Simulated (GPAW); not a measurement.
# TaAs in GPAW: convergence with empty bands an atom in the response

The system is TaAs.

```xyz
4
Lattice="-1.7218 1.7218 5.8679 1.7218 -1.7218 5.8679 1.7218 1.7218 -5.8679" Properties=species:S:1:pos:R:3 pbc="T T T"
Ta    0.0000    0.0000    5.8676
Ta    1.7218    0.0000    2.9336
As    0.0000    0.0000    0.9698
As    0.0000    1.7218    3.9037
```

The cell is a database's computed one.

```yaml
Program: GPAW 26.7.0
Task: dielectric tensor
Functional: PBE
Potentials_or_basis: GPAW PAW data sets (gpaw-data 1.2.1)
Cutoff: 450 eV
Basis: pw
k_mesh: 7 × 7 × 7
Occupations: fermi-dirac, width 0.001 eV
Spin: no spin polarisation
Maxiter: 150
Response_k_mesh: 4 × 4 × 4
Response_ecut: 80 eV
Response_bands: 26
Kernels: "[\"RPA\"]"
Coarser_k_mesh: 4 × 4 × 4
```

These are the settings of the first run; the series varies empty bands an atom in the response, with any setting tied to it.

Hardware: 1 thread of Arm Neoverse V2, with other jobs on the host.

**Question.** The values tried are 2, 3, 5, 8, 12, 18, 26, loosest first. From which on does the dielectric constant stay within 0.05 of the tightest run that finished?

**Answer.** From 18 on.

| empty bands an atom in the response | dielectric constant | SCF cycles | CPU time (s) | peak memory (GiB) |
| --- | --- | --- | --- | --- |
| 2 | 3658.557 | 12 | 130 | 0.43 |
| 3 | 3659.442 | 12 | 130 | 0.44 |
| 5 | 3659.696 | 12 | 160 | 0.44 |
| 8 | 3659.825 | 12 | 170 | 0.46 |
| 12 | 3659.901 | 12 | 230 | 0.48 |
| 18 | 3659.946 | 12 | 250 | 0.5 |
| 26 | 3659.970 | 12 | 330 | 0.54 |

The tightest run that finished is the yardstick and may itself not be fully converged.

Caveat, for the tightest run too: the k mesh is coarse (spacing up to 0.65 Å⁻¹), so the values aren't converged; the long-wavelength limit can be off by several per cent where d states take part; the program warned that so skewed a cell can give wrong results.
